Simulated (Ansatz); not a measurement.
Crystal: GeW.

```xyz
2
Lattice="0.0000 2.5776 2.5776 2.5776 0.0000 2.5776 2.5776 2.5776 0.0000" Properties=species:S:1:pos:R:3 pbc="T T T"
Ge    2.5776    2.5776    2.5776
W     0.0000    0.0000    0.0000
```

The cell was built by a generator and needn't be a form met in nature.

* Program: Ansatz 0.2.0
* Task: relaxation of cell and atoms
* Functional: PBE0
* Potentials or basis: Ansatz PAW
* Cutoff: 420 eV (not typed: the program's choice for these potentials)
* k mesh: 5 × 5 × 5
* Occupations: fermi-dirac, width 0.05 eV
* Spin: no spin polarisation

At the start: volume 17.13 Å³/atom.

Q: Where does the relaxation end?

A: It ends after 5 steps and the volume is 16.60 Å³/atom (-3.1 %); space group Fm-3m (No. 225, to 0.05 Å).

Step by step:
```csv
step,energy change (eV),largest force (eV/Å),volume (Å³)
1,0.0000,0.0000,34.25
2,-0.0058,0.0000,32.32
3,-0.0202,0.0000,33.24
4,-0.0202,0.0000,33.19
5,-0.0198,0.0000,33.19
```

Final structure:
```
Ge W
1.0
     0.00000    2.55077    2.55077
     2.55077    0.00000    2.55077
     2.55077    2.55077    0.00000
Ge W
1 1
Cartesian
  2.5508 2.5508 2.5508
  0.0000 0.0000 0.0000
```

Caveat: the k mesh is coarse (spacing up to 0.42 Å⁻¹), so the values aren't converged, least of all with exact exchange; the plane-wave basis is chosen anew once the cell has moved, so the energies of steps on either side of that aren't comparable; the PAW data sets come from PBE, with cores solved anew for the run's functional, which leaves a small shift of forces and pressure.
